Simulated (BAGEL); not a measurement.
**CH4BN2Si− (SMILES N#CB(N)[SiH2-]) at HF/STO-3G (density fitting with qzvpp-jkfit)**

What is the energy change on altering one bond length of CH4BN2Si− at HF/STO-3G (density fitting with qzvpp-jkfit)? 

The results are computed with BAGEL 1.2.2.

2 further runs of the same task are left out: 1 that didn't finish, 1 set aside as unsound or not needed. Runs told in other sessions of the task aren't counted.

**1. The system as given**

The species is CH4BN2Si− (9 atoms), meant as a singlet with charge -1. SMILES: `N#CB(N)[SiH2-]`. The coordinates come from a GFN2-xTB relaxation. This is one conformer, not always the lowest.

Bond lengths: N1–C2 1.167 Å, C2–B3 1.503 Å, B3–N4 1.485 Å, B3–Si5 1.848 Å, N4–H6 1.010 Å, N4–H7 1.010 Å, Si5–H8 1.470 Å, Si5–H9 1.479 Å. Angles: N1–C2–B3 178.4°, C2–B3–N4 116.1°, C2–B3–Si5 120.2°, N4–B3–Si5 123.7°, B3–N4–H6 117.7°, B3–N4–H7 117.1°, B3–Si5–H8 128.7°, B3–Si5–H9 127.0°, H6–N4–H7 110.2°, H8–Si5–H9 104.3°.

**2. A single-point energy at HF/STO-3G (density fitting with qzvpp-jkfit)**

The input, calc.json:

```json
{ "bagel" : [

{
  "title" : "molecule",
  "basis" : "sto-3g",
  "df_basis" : "qzvpp-jkfit",
  "angstrom" : true,
  "geometry" : [
    { "atom" : "N", "xyz" : [       1.786680,      -2.206970,      -0.553010 ] },
    { "atom" : "C", "xyz" : [       1.132930,      -1.261000,      -0.353540 ] },
    { "atom" : "B", "xyz" : [       0.256570,      -0.065000,      -0.105960 ] },
    { "atom" : "N", "xyz" : [       0.570070,       1.151470,      -0.898590 ] },
    { "atom" : "Si", "xyz" : [      -1.096760,      -0.149090,       1.149720 ] },
    { "atom" : "H", "xyz" : [       1.028940,       1.025170,      -1.789760 ] },
    { "atom" : "H", "xyz" : [      -0.155730,       1.849580,      -0.976080 ] },
    { "atom" : "H", "xyz" : [      -1.445460,      -1.254520,       2.053800 ] },
    { "atom" : "H", "xyz" : [      -2.077240,       0.910360,       1.473410 ] }
  ]
},

{ "title" : "hf", "charge" : -1 },

{ "title" : "print", "file" : "orbitals.molden", "orbitals" : true }

]}
```

Launch:

```sh
BAGEL_NUM_THREADS=1 BAGEL calc.json > calc.out
```

Standard output:

```text
* using 1 threads per process

  ===============================================================
  ===============================================================

  *** Geometry ***

  { "atom" : "N", "xyz" : [      3.376336,     -4.170569,     -1.045037 ] },
  { "atom" : "C", "xyz" : [      2.140927,     -2.382945,     -0.668094 ] },
  { "atom" : "B", "xyz" : [      0.484847,     -0.122832,     -0.200235 ] },
  { "atom" : "N", "xyz" : [      1.077276,      2.175963,     -1.698089 ] },
  { "atom" : "Si", "xyz" : [     -2.072576,     -0.281739,      2.172656 ] },
  { "atom" : "H", "xyz" : [      1.944415,      1.937291,     -3.382156 ] },
  { "atom" : "H", "xyz" : [     -0.294287,      3.495200,     -1.844524 ] },
  { "atom" : "H", "xyz" : [     -2.731524,     -2.370699,      3.881120 ] },
  { "atom" : "H", "xyz" : [     -3.925415,      1.720331,      2.784341 ] },

  Number of auxiliary basis functions:      504

  Since a DF basis is specified, we compute 2- and 3-index integrals:
    o Being stored without compression. Storage requirement is 0.004 GB

  Number of basis functions:       33
  Number of electrons      :       43

    * METHOD: MOLECULE                             0.20

  *** RHF ***

  === Nuclear Repulsion ===
   167.2221126352

      * DIIS with orbital gradients will be used.

  === RHF iteration (sto-3g) ===
      0       -456.87696234          0.01870648           0.02
      1       -456.95122131          0.01532678           0.02
      2       -457.00313422          0.00215399           0.03
      3       -457.00532502          0.00074450           0.03
      4       -457.00564957          0.00019677           0.02
      5       -457.00568266          0.00007010           0.02
      6       -457.00568829          0.00002971           0.02
      7       -457.00568935          0.00001159           0.02
      8       -457.00568949          0.00000533           0.02
      9       -457.00568951          0.00000326           0.03
     10       -457.00568952          0.00000142           0.02
     11       -457.00568952          0.00000050           0.02
     12       -457.00568952          0.00000016           0.03
     13       -457.00568952          0.00000005           0.02
     14       -457.00568952          0.00000002           0.02
     15       -457.00568952          0.00000001           0.02
    * SCF iteration converged.

    * Permanent dipole moment:
           (    0.310015,    -0.715652,     0.573042) a.u.

    * METHOD: HF                                   0.50

    * METHOD: PRINT                                0.00

  ===============================================================
```

It took 0.85 s on 1 thread of Arm Neoverse V1, shared host.

**3. The distorted shape at the same level**

The input, input.json:

```json
{ "bagel": [

{
  "title": "molecule",
  "basis": "sto-3g",
  "df_basis": "qzvpp-jkfit",
  "angstrom": "true",
  "geometry": [
    { "atom": "N", "xyz": [       2.838301,      -3.642155,      -0.850103 ] },
    { "atom": "C", "xyz": [       2.184551,      -2.696185,      -0.650633 ] },
    { "atom": "B", "xyz": [       0.256570,      -0.065000,      -0.105960 ] },
    { "atom": "N", "xyz": [       0.570070,       1.151470,      -0.898590 ] },
    { "atom": "Si", "xyz": [      -1.096760,      -0.149090,       1.149720 ] },
    { "atom": "H", "xyz": [       1.028940,       1.025170,      -1.789760 ] },
    { "atom": "H", "xyz": [      -0.155730,       1.849580,      -0.976080 ] },
    { "atom": "H", "xyz": [      -1.445460,      -1.254520,       2.053800 ] },
    { "atom": "H", "xyz": [      -2.077240,       0.910360,       1.473410 ] }
  ]
},

{
  "title": "hf",
  "charge": -1
},

{
  "title": "print",
  "file": "orbitals.molden",
  "orbitals": "true"
}

]}
```

Launch:

```sh
BAGEL_NUM_THREADS=1 BAGEL input.json > input.out
```

Standard output:

```text
* using 1 threads per process

  ===============================================================
  ===============================================================

  *** Geometry ***

  { "atom" : "N", "xyz" : [      5.363612,     -6.882675,     -1.606462 ] },
  { "atom" : "C", "xyz" : [      4.128203,     -5.095051,     -1.229518 ] },
  { "atom" : "B", "xyz" : [      0.484847,     -0.122832,     -0.200235 ] },
  { "atom" : "N", "xyz" : [      1.077276,      2.175963,     -1.698089 ] },
  { "atom" : "Si", "xyz" : [     -2.072576,     -0.281739,      2.172656 ] },
  { "atom" : "H", "xyz" : [      1.944415,      1.937291,     -3.382156 ] },
  { "atom" : "H", "xyz" : [     -0.294287,      3.495200,     -1.844524 ] },
  { "atom" : "H", "xyz" : [     -2.731524,     -2.370699,      3.881120 ] },
  { "atom" : "H", "xyz" : [     -3.925415,      1.720331,      2.784341 ] },

  Number of auxiliary basis functions:      504

  Since a DF basis is specified, we compute 2- and 3-index integrals:
    o Being stored without compression. Storage requirement is 0.004 GB

  Number of basis functions:       33
  Number of electrons      :       43

    * METHOD: MOLECULE                             0.20

  *** RHF ***

  === Nuclear Repulsion ===
   141.3691740463

      * DIIS with orbital gradients will be used.

  === RHF iteration (sto-3g) ===
      0       -456.66740874          0.01485983           0.02
      1       -456.73501558          0.01007967           0.02
      2       -456.76377882          0.00264153           0.02
      3       -456.77119032          0.00164565           0.02
      4       -456.77619558          0.00138420           0.02
      5       -456.78122320          0.00096706           0.02
      6       -456.78489111          0.00066191           0.02
      7       -456.78670880          0.00047726           0.02
      8       -456.78729217          0.00026805           0.02
      9       -456.78750824          0.00013014           0.02
     10       -456.78756696          0.00014214           0.02
     11       -456.78759855          0.00004319           0.02
     12       -456.78760142          0.00001407           0.02
     13       -456.78760154          0.00000332           0.02
     14       -456.78760155          0.00000148           0.02
     15       -456.78760156          0.00000088           0.02
     16       -456.78760156          0.00000016           0.02
     17       -456.78760156          0.00000010           0.02
     18       -456.78760156          0.00000008           0.02
     19       -456.78760156          0.00000006           0.02
     20       -456.78760156          0.00000003           0.02
     21       -456.78760156          0.00000002           0.02
     22       -456.78760156          0.00000001           0.02
    * SCF iteration converged.

    * Permanent dipole moment:
           (    2.783568,    -3.725174,    -0.275805) a.u.

    * METHOD: HF                                   0.64

    * METHOD: PRINT                                0.00

  ===============================================================
```

Run time: 0.97 s. Hardware: 1 thread of Arm Neoverse V1, shared host.

**4. Outcome**

Level: HF/STO-3G (density fitting with qzvpp-jkfit).

| quantity | value |
| --- | --- |
| first shape: total energy | -457.00569 Eh |
| first shape: HOMO energy | 3.26 eV |
| first shape: LUMO energy | 13.37 eV |
| first shape: HOMO–LUMO gap (to an unbound level, set by the basis) | 10.11 eV |
| distorted shape: total energy | -456.78760 Eh |
| distorted shape: HOMO energy | 0.55 eV |
| distorted shape: LUMO energy | 8.71 eV |
| distorted shape: HOMO–LUMO gap (to an unbound level, set by the basis) | 8.16 eV |
| energy change with the C2–B3 bond stretched from 1.503 to 3.307 Å | 5.934 eV |

In words: With the C2–B3 bond stretched from 1.503 to 3.307 Å the energy rises by 5.93 eV (573 kJ/mol). The first shape isn't relaxed at this level, so the change isn't measured from a minimum. The minimal basis adds a large error of its own. The HOMO (first shape) lies at positive energy, 3.26 eV: the electron is unbound at this level or held by a compact basis; values depend on the basis. The HOMO (distorted shape) lies at positive energy, 0.55 eV: the electron is unbound at this level or held by a compact basis; values depend on the basis.
